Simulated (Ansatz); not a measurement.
# SnBr2: small, medium and large basis sets

Aim: see how fast density functionals converge with the basis set for SnBr2.

Computed with Ansatz 0.2.0, Gaussian basis. Level: one geometry, several basis sets.

The runs, in order: PBE0-D4/def2-SVP; ωB97M-V/def2-SVP; PBE0-D4/def2-QZVPP; ωB97M-V/def2-QZVPP; the functionals' def2-TZVPP values are taken from earlier runs.

## (1) The relaxed structure

The geometry comes from an earlier relaxation with PBE0-D4 in a triple-zeta def2 set; it is a stationary point. Sn takes the def2 core potential; no spin-orbit term is included.

SMILES `[Br][Sn][Br]`, 3 atoms, charge 0, spin multiplicity 1.

Atoms are counted from 1 here; the program's logs count them from 0.

Bond lengths: Br1–Sn2 2.519 Å, Sn2–Br3 2.519 Å. Angles: Br1–Sn2–Br3 99.3°.

## (2) PBE0-D4 in def2-SVP

in.yaml

```yaml
crystal:
  periodic: [false, false, false]
  atoms:
    - {symbol: Br, position_ang: [-1.738357, 0.329756, -0.923845]}
    - {symbol: Sn, position_ang: [0.368620, 0.951207, 0.308165]}
    - {symbol: Br, position_ang: [1.358938, -1.345764, 0.602381]}
basis:
  gaussian: {orbitals: def2-SVP}
hamiltonian: {xc: pbe0, dispersion: d4}
output: {orbitals: {seedname: orbitals}}
```

The run is started by

```bash
$ ansatz run in.yaml --threads 4 --pin off --events-out ev --progress --plain --max-ram 10444MiB
```

After this run come: ωB97M-V in def2-SVP; PBE0-D4 in def2-QZVPP; ωB97M-V in def2-QZVPP.

Before running them: what should the planned runs give, taken together? Wanted: PBE0-D4: double and triple zeta above quadruple; ωB97M-V: double and triple zeta above quadruple.

The runs gave:

| quantity | value |
| --- | --- |
| PBE0-D4: double and triple zeta above quadruple | 20.16, 2.91 eV |
| ωB97M-V: double and triple zeta above quadruple | 19.99, 2.81 eV |

**Reading.** For PBE0-D4 the step from double to triple zeta gains 17.25 eV and the next only 2.91 eV. Total energies overstate the basis error of differences, where much of it tends to cancel.
